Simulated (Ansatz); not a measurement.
Geometry optimisation, Ansatz 0.2.0, DFT PBE-D3(BJ), scalar-relativistic, plane waves, PAW.

input.yaml

```yaml
crystal:
  lattice:
    - [7.67918, 0.0, 0.0]
    - [3.83959, 6.650365, 0.0]
    - [0.0, 0.0, 17.418765]
  atoms:
    - { symbol: H, position: [0.1666667, 0.1666667, 0.0574094] }
    - { symbol: H, position: [0.6666667, 0.1666667, 0.0574094] }
    - { symbol: H, position: [0.1666667, 0.6666667, 0.0574094] }
    - { symbol: H, position: [0.6666667, 0.6666667, 0.0574094] }
    - { symbol: Si, position: [0.1666667, 0.1666667, 0.1435234] }
    - { symbol: Si, position: [0.6666667, 0.1666667, 0.1435234] }
    - { symbol: Si, position: [0.1666667, 0.6666667, 0.1435234] }
    - { symbol: Si, position: [0.6666667, 0.6666667, 0.1435234] }
    - { symbol: Si, position: [-0.1666667, 0.3333333, 0.1885181] }
    - { symbol: Si, position: [0.3333333, 0.3333333, 0.1885181] }
    - { symbol: Si, position: [-0.1666667, 0.8333333, 0.1885181] }
    - { symbol: Si, position: [0.3333333, 0.8333333, 0.1885181] }
    - { symbol: Si, position: [-0.1666667, 0.3333333, 0.3235024] }
    - { symbol: Si, position: [0.3333333, 0.3333333, 0.3235024] }
    - { symbol: Si, position: [-0.1666667, 0.8333333, 0.3235024] }
    - { symbol: Si, position: [0.3333333, 0.8333333, 0.3235024] }
    - { symbol: Si, position: [0.0, 0.0, 0.3684971] }
    - { symbol: Si, position: [0.5, 0.0, 0.3684971] }
    - { symbol: Si, position: [0.0, 0.5, 0.3684971] }
    - { symbol: Si, position: [0.5, 0.5, 0.3684971] }
    - { symbol: O, position: [0.7824344, 0.7904122, 0.4213137] }
    - { symbol: H, position: [0.7856831, 0.6666541, 0.4327956] }
    - { symbol: H, position: [0.9153803, 0.7647881, 0.4327956] }
basis:
  ecutwfc: 420.0
kpoints:
  mp_grid: { grid: [2, 2, 1] }
hamiltonian:
  xc: pbe
  dispersion: d3bj
  pseudopotentials: { kind: paw, azcp: { folder: soft_1 } }
scf:
  occupations: { method: gaussian, width: 0.05 }
  lower_state_search: "off"
relax:
  f_tol: 0.03
  max_steps: 60
  adjacent_minimum: "off"
  constraints: [{ sites: [0, 1, 2, 3, 4, 5, 6, 7] }]
```

Run as:

```bash
$ ansatz run input.yaml --threads 1 --pin off --max-ram 3072MiB --backend cpu --events-out ev --progress --plain --runs-dir out
```

Q: Where does it end, and by what steps?

A: The forces met the threshold. Limits of this set-up: coarse k mesh, thin slab, slab without dipole correction. After 28 steps the energy has fallen by 5.472 eV; H22 moved furthest, 1.85 Å. Parted: Si15–O21. Joined: Si9–Si19.

```tsv
step	energy less start (eV)	largest force component (eV/Å)	accepted
0	0.0000	4.110	yes
1	-1.6525	3.615	yes
2	-2.7761	2.598	yes
3	-3.5545	1.719	yes
4	-4.0702	1.834	yes
5	-4.4397	1.669	yes
6	-4.6289	0.885	yes
7	-4.7308	0.679	yes
8	-4.8184	0.677	yes
9	-4.9206	0.802	yes
10	-5.0462	0.899	yes
11	-5.2008	0.370	yes
12	-5.3073	0.336	yes
13	-5.3239	0.874	yes
14	-5.3938	0.210	yes
15	-5.4141	0.157	yes
16	-5.4269	0.288	yes
17	-5.4344	0.149	yes
18	-5.4369	0.047	yes
19	-5.4390	0.052	yes
20	-5.4454	0.230	yes
21	-5.4530	0.169	yes
22	-5.4543	0.327	yes
23	-5.4641	0.180	yes
24	-5.4453	0.593	no
25	-5.4706	0.068	yes
26	-5.4706	0.063	yes
27	-5.4714	0.043	yes
28	-5.4715	0.028	yes
```

```xyz
23
Lattice="7.6792 0.0000 0.0000 3.8396 6.6504 0.0000 0.0000 0.0000 17.4188" Properties=species:S:1:pos:R:3
H 1.920 1.108 1.000
H 5.759 1.108 1.000
H 3.840 4.434 1.000
H 7.679 4.434 1.000
Si 1.920 1.108 2.500
Si 5.759 1.108 2.500
Si 3.840 4.434 2.500
Si 7.679 4.434 2.500
Si 0.077 2.259 3.344
Si 3.831 2.201 3.237
Si 1.908 5.540 3.169
Si 5.740 5.542 3.358
Si -0.755 1.833 6.081
Si 3.458 2.063 5.532
Si 1.576 5.270 5.418
Si 5.286 5.295 5.754
Si -0.522 -0.397 6.744
Si 3.467 -0.232 6.059
Si 1.216 2.907 5.503
Si 5.163 3.167 6.818
O 7.850 6.459 7.963
H 7.523 5.657 8.419
H 8.861 6.417 7.989
```

Whether the end is a true minimum wasn't checked by a vibrational analysis.

Run time: 5.1 min on 1 thread of Arm Neoverse V2, with other jobs on the host, peak memory 0.88 GiB.
